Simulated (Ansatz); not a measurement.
# F₂H₃NSi + SiH₄O: a complex and its separated parts

Aim: how far the complex at one end of a reaction step lies below its separated, relaxed parts, level by level.

Program: Ansatz 0.2.0, Gaussian basis. Level of theory: PBE0-D4/def2-TZVP structures, single points in def2-TZVPP, no counterpoise correction. These are calculated values, not measurements.

Levels: SPW92, PBE-D4, BLYP-D4, r2SCAN-D4, B97M-V, PBE0-D4, B3LYP-D4, r2SCAN0-D4, BHLYP-D4, CAM-B3LYP-D4, wB97X-V, wB97M-V, B2PLYP, PBE-QIDH, RPA on PBE, Hartree-Fock, MP2, CCSD, CCSD(T).

Cores are frozen in the correlated methods. B3LYP uses VWN-RPA correlation. B2PLYP carries no dispersion term here.

94 further runs of the same task are left out: 94 set aside as unsound or not needed. Runs told in other sessions of the task aren't counted.

## Step 1: Starting geometry

The complex: 13 atoms, charge 0, spin multiplicity 1.

Atoms are counted from 1 here; the program's logs count them from 0.

Bond lengths: Si1–F4 1.586 Å, Si1–F5 1.582 Å, Si1–H6 1.467 Å, Si1–N8 1.706 Å, O2–Si3 1.640 Å, O2–H7 0.971 Å, Si3–H9 1.491 Å, Si3–H10 1.483 Å, Si3–H11 1.490 Å, N8–H12 1.011 Å, N8–H13 1.011 Å. Angles: F4–Si1–F5 105.9°, F4–Si1–H6 108.3°, F4–Si1–N8 113.9°, F5–Si1–H6 111.6°, F5–Si1–N8 106.6°, H6–Si1–N8 110.5°, Si3–O2–H7 117.8°, O2–Si3–H9 111.7°, O2–Si3–H10 106.7°, O2–Si3–H11 112.3°, H9–Si3–H10 109.3°, H9–Si3–H11 107.6°, H10–Si3–H11 109.3°, Si1–N8–H12 118.5°, Si1–N8–H13 117.8°, H12–N8–H13 109.9°.

Coordinates:

```xyz
13
charge 0, multiplicity 1
Si   -0.4539    1.7831    0.7345
O     0.9159   -1.2501   -1.0475
Si   -0.4486   -2.1575   -0.9810
F    -0.5649    3.0858    1.6323
F    -1.3403    0.6852    1.4505
H    -0.9647    2.0999   -0.6041
H     0.9825   -0.4875   -0.4497
N     1.1253    1.1447    0.6360
H    -1.6708   -1.3338   -1.2089
H    -0.3375   -3.1750   -2.0540
H    -0.6073   -2.8431    0.3324
H     1.5614    0.8026    1.4819
H     1.8029    1.6455    0.0777
```

Its parts: F₂H₃NSi holds atoms 1, 4, 5, 6, 8, 12, 13; SiH₄O holds atoms 2, 3, 7, 9, 10, 11. Each part counts its atoms afresh in its own runs.

## Step 2: Relaxing F₂H₃NSi alone

The input, relax-a/in.yaml:

```yaml
crystal:
  periodic: [false, false, false]
  atoms:
    - {symbol: Si, position_ang: [-0.453883, 1.783078, 0.734485]}
    - {symbol: F, position_ang: [-0.564877, 3.085765, 1.632257]}
    - {symbol: F, position_ang: [-1.340342, 0.685241, 1.450527]}
    - {symbol: H, position_ang: [-0.964709, 2.099866, -0.604094]}
    - {symbol: N, position_ang: [1.125313, 1.144748, 0.636016]}
    - {symbol: H, position_ang: [1.561412, 0.802617, 1.481873]}
    - {symbol: H, position_ang: [1.802888, 1.645530, 0.077666]}
basis:
  gaussian: {orbitals: def2-TZVP}
hamiltonian: {xc: pbe0, dispersion: d4}
relax: {f_tol: 0.005, max_steps: 200}
```

Run with:

```console
> ansatz run in.yaml --threads 4 --pin off --events-out ev --progress --plain --max-ram 46080MiB --backend cpu
```

The runs that follow: Relaxing SiH₄O alone; SPW92/def2-TZVPP; PBE-D4/def2-TZVPP; BLYP-D4/def2-TZVPP; r2SCAN-D4/def2-TZVPP; B97M-V/def2-TZVPP; PBE0-D4/def2-TZVPP; B3LYP-D4/def2-TZVPP; r2SCAN0-D4/def2-TZVPP; BHLYP-D4/def2-TZVPP; CAM-B3LYP-D4/def2-TZVPP; wB97X-V/def2-TZVPP; wB97M-V/def2-TZVPP; B2PLYP/def2-TZVPP; PBE-QIDH/def2-TZVPP; RPA on PBE/def2-TZVPP; CCSD(T)/def2-TZVPP; CCSD(T)/def2-QZVPP; Vibrations of F₂H₃NSi; Vibrations of SiH₄O.

Before running it: what results should come out? Wanted: complex less parts, CCSD(T)/def2-TZVPP; with zero-point energy; largest T1 diagnostic.

As calculated:

```
                              quantity          value
complex less parts, CCSD(T)/def2-TZVPP  -5.4 kcal/mol
                with zero-point energy  -3.9 kcal/mol
                 largest T1 diagnostic          0.011
```

**Reading.** At CCSD(T) the complex lies 5.4 kcal/mol below its parts. wB97X-V is the best functional here (-0.1 kcal/mol from CCSD(T)); SPW92 is the worst (-3.6 kcal/mol). wB97M-V is as near within the digits shown. By rung, the mean size of the error is: LDA 3.6, GGA 1.6, meta-GGA 0.4, hybrid 0.8, range-separated hybrid 0.3, double hybrid 0.8 kcal/mol. The double hybrids carry no dispersion term here, unlike the levels marked D4 or V. PBE-D4 gives a relative energy 1.7 kcal/mol too low, outside chemical accuracy (1 kcal/mol). No counterpoise was applied, and triple zeta lacks some correlation, so the CCSD(T) reference has a basis error of its own, and close matches with it are partly luck.
